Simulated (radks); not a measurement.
**V⁴⁺ in [Ar] 3d1: an all-electron calculation**

The task here is to estimate one member of a computed series from the others.

Program: radks (a radial shooting solver on a logarithmic mesh, Libxc functionals) version 1. Level of theory: Dirac Kohn-Sham, PBE, spin-unpolarised, spherical densities, finite nucleus; open shells fill j = l - 1/2 first. These are calculated values, not measurements, unless marked.

### What is computed

* element: vanadium (Z = 23)
* charge: +4
* electrons: 19
* configuration: [Ar] 3d1
* nuclear rms radius: 3.6002 fm

Set-up of the first run:

Input:

```text
Z 23
configuration [Ar] 3d1 4s0 4p0
relativity Dirac
functional pbe,pbe
spin unpolarised
j_filling energy
nucleus finite rms 3.6002 fm
c 137.035999084
```

One table of the session follows, with a row left open; its other results are not shown here.

It belongs to the step «Shells». Radial moments (bohr):

| level | <r> | outermost maximum (interpolated) | 90 % within | nodes |
| --- | --- | --- | --- | --- |
| 1s1/2 | 0.06644 | 0.0435 | 0.119 | 0 |
| 2s1/2 | 0.3080 | 0.256 | 0.478 | 1 |
| 2p1/2 | 0.2722 | 0.207 | 0.448 | 0 |
| 2p3/2 | 0.2749 | 0.209 | 0.451 | 0 |
| 3s1/2 | 0.9222 | 0.810 | 1.37 | 2 |
| 3p1/2 | 0.9640 | 0.826 | 1.47 | 1 |
| 3p3/2 | 0.9710 | 0.832 | 1.48 | 1 |
| 3d3/2 | 1.080 | 0.818 | 1.76 | 0 |
| 3d5/2 | ? | ? | ? | ? |
| 4s1/2 | 2.298 | 2.13 | 3.29 | 3 |
| 4p1/2 | 2.528 | 2.34 | 3.65 | 2 |
| 4p3/2 | 2.540 | 2.35 | 3.66 | 2 |

**Question.** Estimate the row for 3d5/2.

**Answer.** <r>: 1.082; outermost maximum (interpolated): 0.820; 90 % within: 1.76; nodes: 0. In the column «<r>» it lies between 3d3/2 (1.080) and 4s1/2 (2.298).

Caveats from the session: Spin polarisation and multiplet splitting are left out.
